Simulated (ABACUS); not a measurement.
The system is Ba2Tl5V3O12.

```xyz
22
Lattice="8.1542 0.0000 0.0000 -4.0771 7.0618 0.0000 0.0000 0.0000 6.5060" Properties=species:S:1:pos:R:3 pbc="T T T"
Tl    4.0771    0.0000    3.2530
Tl   -2.0386    3.5309    3.2530
Tl    2.0386    3.5309    3.2530
Tl    0.0000    4.7079    1.4631
Tl    4.0771    2.3539    5.0429
Ba    0.0000    0.0000    1.5323
Ba    0.0000    0.0000    4.9737
V     4.0771    0.0000    0.0000
V    -2.0386    3.5309    0.0000
V     2.0386    3.5309    0.0000
O     1.3636    2.4246    5.2987
O     1.2955    7.0304    5.2987
O    -2.6592    4.6685    5.2987
O     1.4179    2.3932    1.2073
O     5.4407    4.6372    1.2073
O     5.3726    0.0314    1.2073
O     2.7135    4.6372    1.2073
O     2.7816    0.0314    1.2073
O     6.7363    2.3932    1.2073
O     2.6592    4.6685    5.2987
O    -1.3636    2.4246    5.2987
O    -1.2955    7.0304    5.2987
```

The cell was built by a generator and needn't be a form met in nature.

The cell isn't the ideal one: cell strained by -0.06 along c.

```yaml
Program: ABACUS 3.10.1
Task: relaxation of the atoms
Functional: PBE
Potentials_or_basis: PseudoDojo NC SR 0.4.1 PBE standard
Cutoff: 1361 eV
Density_cutoff: 5442 eV
Basis: DZP LCAO (the cutoffs set its grid)
k_mesh: 3 × 3 × 3
Occupations: fermi-dirac, width 0.05 eV
Spin: collinear spin, ferromagnetic start
Starting_moments: "[0.0, 0.0, 0.0, 0.0, 0.0, 0.0, 0.0, 2.0, 2.0, 2.0, 0.0, 0.0, 0.0, 0.0, 0.0, 0.0, 0.0, 0.0, 0.0, 0.0, 0.0, 0.0] μB"
```

At the start: pressure 10.0 GPa; volume 17.03 Å³/atom.

Problem. Where does the relaxation end?

Solution. Over 4 steps the energy falls by 26.7 meV/atom; space group P-3m1 (No. 164, to 0.05 Å); moment 0.45 μB per cell.

Step by step:
```tsv
step	energy change (eV)	largest force (eV/Å)	pressure (GPa)
1	0.0000	1.5875	10.05
2	-0.5449	0.4456	5.51
3	-0.5760	0.3585	5.70
4	-0.5874	0.0286	5.61
```

Final structure:
```
Tl Ba V O
1.0
     8.15421    0.00000    0.00000
    -4.07711    7.06176    0.00000
     0.00000    0.00000    6.50600
Tl Ba V O
5 2 3 12
Direct
  0.50000 0.00000 0.50000
  0.00000 0.50000 0.50000
  0.50000 0.50000 0.50000
  0.33333 0.66667 0.22476
  0.66667 0.33333 0.77524
  0.00000 0.00000 0.24474
  0.00000 0.00000 0.75526
  0.50000 0.00000 0.00000
  0.00000 0.50000 0.00000
  0.50000 0.50000 0.00000
  0.33501 0.34196 0.80567
  0.65804 0.99304 0.80567
  0.00696 0.66499 0.80567
  0.34196 0.33501 0.19433
  0.99304 0.65804 0.19433
  0.66499 0.00696 0.19433
  0.66499 0.65804 0.19433
  0.34196 0.00696 0.19433
  0.99304 0.33501 0.19433
  0.65804 0.66499 0.80567
  0.00696 0.34196 0.80567
  0.33501 0.99304 0.80567
```

Caveat: the atomic orbitals were generated for these runs and aren't a published set; this release of the barium file is off; the basis of atomic orbitals isn't converged, which shifts pressures, moduli and gaps.
